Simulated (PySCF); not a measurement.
**ZrO₂: structure of the triplet**

Where does triplet ZrO₂ go from a end-on start, is the end point a minimum, and what are its modes, charges and moments?

The runs use PySCF 2.14.0; PBE0, basis Zr def2-TZVP with ECP28, O def2-TZVP, scalar-relativistic core potentials, no spin–orbit coupling, density fitting.

### Step 1. The system as given

3 atoms, charge 0, spin multiplicity 3.

Bond lengths: Zr1–O2 2.235 Å, O2–O3 1.445 Å. Angles: Zr1–O2–O3 119.9°.

```xyz
3
charge 0 multiplicity 3
Zr    0.0000    0.0000    0.0000
O     0.0000    0.0000    2.2351
O     1.2528    0.0000    2.9551
```

### Step 2. The SCF at the typed geometry

The steps below are one call of a driver around PySCF. For each, scf.py gives the equivalent set-up of the SCF; relaxations use the driver's own optimiser. After this first run the driver tries any further starts and a stability analysis.

Input file scf.py:

```python
from pyscf import gto, scf, dft
mol = gto.M(atom='''
Zr     0.000000     0.000000     0.000000
O      0.000000     0.000000     2.235100
O      1.252800     0.000000     2.955100''',
    basis={'Zr': 'def2-TZVP', 'O': 'def2-TZVP'},
    ecp={'Zr': 'def2-TZVP'},
    charge=0, spin=2)
mf = dft.UKS(mol, xc='PBE0')
mf.grids.atom_grid = (50, 194)
aux = {'Zr': 'def2-universal-JKFIT', 'O': 'def2-universal-JKFIT'}
mf = mf.density_fit(auxbasis=aux)
mf.conv_tol = 1e-08
mf.diis_space = 10
mf.max_cycle = 60
mf.init_guess = 'minao'
mf.verbose = 4
mf.kernel()
```

On the command line:

```
> OMP_NUM_THREADS=2 python axn.py task.json out
```

The log of the run, cut to the lines that bear on the results:

```text
[... the frontier levels of the middle cycles are left out ...]
init E= -191.683311987319
[... the frontier-level lines of each cycle are left out ...]
cycle= 1 E= -196.286416254369  delta_E= -4.6  |g|=  1.3  |ddm|= 3.25
cycle= 2 E= -193.928397546914  delta_E= 2.36  |g|= 2.16  |ddm|= 3.77
cycle= 3 E= -195.794700311936  delta_E= -1.87  |g|= 1.41  |ddm|= 3.71
cycle= 4 E= -196.885093974079  delta_E= -1.09  |g|= 0.594  |ddm|=  1.7
cycle= 5 E= -197.079614806835  delta_E= -0.195  |g|= 0.259  |ddm|= 0.438
cycle= 6 E= -197.126982971  delta_E= -0.0474  |g|= 0.168  |ddm|= 0.373
cycle= 7 E= -197.136991214948  delta_E= -0.01  |g|= 0.0982  |ddm|= 0.161
cycle= 8 E= -197.142300185177  delta_E= -0.00531  |g|= 0.08  |ddm|= 0.14
cycle= 9 E= -197.144940365807  delta_E= -0.00264  |g|= 0.0753  |ddm|= 0.0686
cycle= 10 E= -197.150269192737  delta_E= -0.00533  |g|= 0.09  |ddm|= 0.257
cycle= 11 E= -197.151726189314  delta_E= -0.00146  |g|= 0.0714  |ddm|= 0.0261
cycle= 12 E= -197.157609586536  delta_E= -0.00588  |g|= 0.0446  |ddm|= 0.273
cycle= 13 E= -197.160229508589  delta_E= -0.00262  |g|= 0.0136  |ddm|= 0.102
cycle= 14 E= -197.161053653809  delta_E= -0.000824  |g|= 0.0124  |ddm|= 0.0477
[... 11 cycles left out ...]
cycle= 26 E= -197.158019485924  delta_E= -8.05e-06  |g|= 0.000499  |ddm|= 0.00953
cycle= 27 E= -197.158035651846  delta_E= -1.62e-05  |g|= 0.000647  |ddm|= 0.0209
cycle= 28 E= -197.158046664069  delta_E= -1.1e-05  |g|= 0.000522  |ddm|= 0.0175
cycle= 29 E= -197.158052446617  delta_E= -5.78e-06  |g|= 0.000347  |ddm|= 0.0112
cycle= 30 E= -197.15806426134  delta_E= -1.18e-05  |g|= 0.000532  |ddm|= 0.0356
cycle= 31 E= -197.158065162181  delta_E= -9.01e-07  |g|= 0.000379  |ddm|= 0.0142
cycle= 32 E= -197.158066062303  delta_E= -9e-07  |g|= 0.000302  |ddm|= 0.01
cycle= 33 E= -197.158065630955  delta_E= 4.31e-07  |g|= 0.000114  |ddm|= 0.00651
cycle= 34 E= -197.158065456548  delta_E= 1.74e-07  |g|= 0.000174  |ddm|= 0.00252
cycle= 35 E= -197.158065574694  delta_E= -1.18e-07  |g|= 7.14e-05  |ddm|= 0.00163
cycle= 36 E= -197.15806558879  delta_E= -1.41e-08  |g|= 0.000137  |ddm|= 0.00126
cycle= 37 E= -197.158065531132  delta_E= 5.77e-08  |g|= 2.92e-05  |ddm|= 0.00157
cycle= 38 E= -197.158065525119  delta_E= 6.01e-09  |g|= 0.000147  |ddm|= 0.000668
cycle= 39 E= -197.158065518361  delta_E= 6.76e-09  |g|= 3.3e-05  |ddm|= 0.000985
Extra cycle  E= -197.158065507685  delta_E= 1.07e-08  |g|= 0.000146  |ddm|= 0.000161
converged SCF energy = -197.158065507685  <S^2> = 2.7172966  2S+1 = 3.4451686
```

This step, with its further starts and checks, took 39 s on 2 threads of Arm Neoverse V1, shared host.

Energies from each starting density:

```tsv
start	energy (Eh)
the minimal-basis guess	-197.158066
a thermally smeared density	-197.159446
```

The first run landed in a state that is too high. Following the other starts and the instabilities gains 3.6 kJ/mol (-197.15945 Eh), and the work goes on from there.

### Step 3. Relaxation: end-on start, triplet

The program finds Cs symmetry in the start, which this walk keeps.

Edit scf.py of step 2 so:

```diff
@@ -3,3 +3,3 @@
-Zr     0.000000     0.000000     0.000000
-O      0.000000     0.000000     2.235100
-O      1.252800     0.000000     2.955100''',
+Zr    -0.164392     0.000000    -0.681054
+O     -0.164392     0.000000     1.554046
+O      1.088408     0.000000     2.274046''',
@@ -16 +15,0 @@
-mf.init_guess = 'minao'
```

The optimiser's trace:

```tsv
step	energy (Eh)	change (kJ/mol)	largest symmetric gradient (Eh/bohr)
0	-197.159446	0.00	0.06786
1	-197.179653	-53.06	0.03869
2	-197.187518	-73.70	0.03664
3	-197.210503	-134.05	0.03266
4	-197.213065	-140.78	0.03932
5	-197.214374	-144.21	0.01937
6	-197.216604	-150.07	0.03245
7	-197.224465	-170.71	0.06663
8	-197.245505	-225.95	0.08098
9	-197.271136	-293.24	0.05253
10	-197.275042	-303.50	0.01432
11	-197.275200	-303.91	0.01574
12	-197.275499	-304.70	0.00214
13	-197.275515	-304.74	0.00065
14	-197.275517	-304.75	0.00005
```

The walk took 74 s.

It settles in Cs symmetry, 304.7 kJ/mol below the start, after 14 steps: O–O 1.471 Å, Zr–O 1.897 Å, Zr–O 1.972 Å; O–O–Zr 65.0°, O–O–Zr 70.4°, O–Zr–O 44.7°.

### Step 4. Hessian and properties

On the finer grid the gradient is checked again; gradients at displacements of ±0.02 bohr then give force constants and infrared intensities.

Edit scf.py of step 3 so:

```diff
@@ -3,3 +3,3 @@
-Zr    -0.164392     0.000000    -0.681054
-O     -0.164392     0.000000     1.554046
-O      1.088408     0.000000     2.274046''',
+Zr    -0.026873     0.000000    -0.468754
+O     -0.660116     0.000000     1.318964
+O      0.811163     0.000000     1.315823''',
@@ -10 +10 @@
-mf.grids.atom_grid = (50, 194)
+mf.grids.atom_grid = (75, 302)
@@ -13 +13 @@
-mf.conv_tol = 1e-08
+mf.conv_tol = 1e-10
```

This SCF starts from the last density.

Log of the central SCF (cycles and frontier levels):

```text
init E= -197.275514156826
[... the frontier-level lines of each cycle are left out ...]
cycle= 1 E= -197.275514156836  delta_E= -1e-11  |g|= 2.07e-06  |ddm|= 7.14e-06
Extra cycle  E= -197.275514156837  delta_E= -6.82e-13  |g|= 4.8e-06  |ddm|= 6.74e-06
converged SCF energy = -197.275514156837  <S^2> = 2.0048313  2S+1 = 3.0032191
```

The whole step took 65 s.

Geometry: Cs; O–O 1.471 Å, Zr–O 1.897 Å, Zr–O 1.972 Å; O–O–Zr 65.0°, O–O–Zr 70.4°, O–Zr–O 44.7°.

Modes, for the most abundant isotopes:

```
symmetry  ω (cm⁻¹)  IR (km/mol)
      a'       417         73.2
      a'       655          110
      a'       923          127
```

No imaginary mode, so this is a minimum.

Properties at this point:

| Property | Result |
| --- | --- |
| Dipole moment | 5.01 D |
| Highest occupied level | -4.49 eV |
| Lowest empty level | -2.34 eV |
| Rotational constants | 0.9776, 0.223, 0.1816 cm⁻¹ |
| Zero-point energy | 11.9 kJ/mol |
| Principal polarisabilities | 92.5, 115.6, 119.5 bohr³ |
| Atomisation energy without zero-point energy | 935 kJ/mol |
| Principal traceless quadrupole moments about the centre of mass | -3.57, 0.20, 3.37 D Å |
| Entropy at 298.15 K and 1 bar (electronic part: spin only) | 280.9 J/(mol K) |
| Heat capacity Cp at 298.15 K | 45.1 J/(mol K) |
| Enthalpy at 298.15 K above 0 K | 11.16 kJ/mol |
| Rotational symmetry number | 1 |
| Spin squared ⟨S²⟩ | 2.005 |

Charges (e) and bond orders:

```json
{"atom": "Zr1", "Mulliken": "0.71", "Löwdin": "0.41", "polar tensor": "0.88", "spin (Mulliken)": "1.99", "Mayer order to Zr1": "–"}
{"atom": "O2", "Mulliken": "-0.34", "Löwdin": "-0.18", "polar tensor": "-0.65", "spin (Mulliken)": "-0.03", "Mayer order to Zr1": "1.16"}
{"atom": "O3", "Mulliken": "-0.38", "Löwdin": "-0.23", "polar tensor": "-0.23", "spin (Mulliken)": "0.04", "Mayer order to Zr1": "0.94"}
```

Mulliken populations on Zr1 (outside its core potential): s 2.78, p 6.20, d 2.24, f 0.07.

### Step 5. Summary of results

```
                                          quantity                                                                              value
                                           minimum                                                                        triplet, Cs
                                          geometry  O–O 1.471 Å, Zr–O 1.897 Å, Zr–O 1.972 Å; O–O–Zr 65.0°, O–O–Zr 70.4°, O–Zr–O 44.7°
                                wavenumbers (cm⁻¹)                                                       417 (a'), 655 (a'), 923 (a')
                                     dipole moment                                                                             5.01 D
highest occupied, lowest empty level (either spin)                                                                    -4.49, -2.34 eV
                        polar-tensor charge of Zr1                                                                            +0.88 e
                                 zero-point energy                                                                        11.9 kJ/mol
                               entropy at 298.15 K                                                                    280.9 J/(mol K)
         atomisation energy (no zero-point energy)                                                                         935 kJ/mol
                                              ⟨S²⟩                                                                              2.005
```

What this shows: The molecule stays Cs, as typed, and the end point is a minimum. In the infrared the band at 923 cm⁻¹ (a') leads. With 5.0 D the molecule is strongly polar. Most of the spin sits on Zr1 (Mulliken spin 1.99, against 2 for the whole molecule). The first SCF alone would have been 4 kJ/mol too high. Only this shape and spin were tried, so other structures or states may lie lower. One determinant may miss the lowest occupation of an open d or f shell.

The search up to here took 3 min.
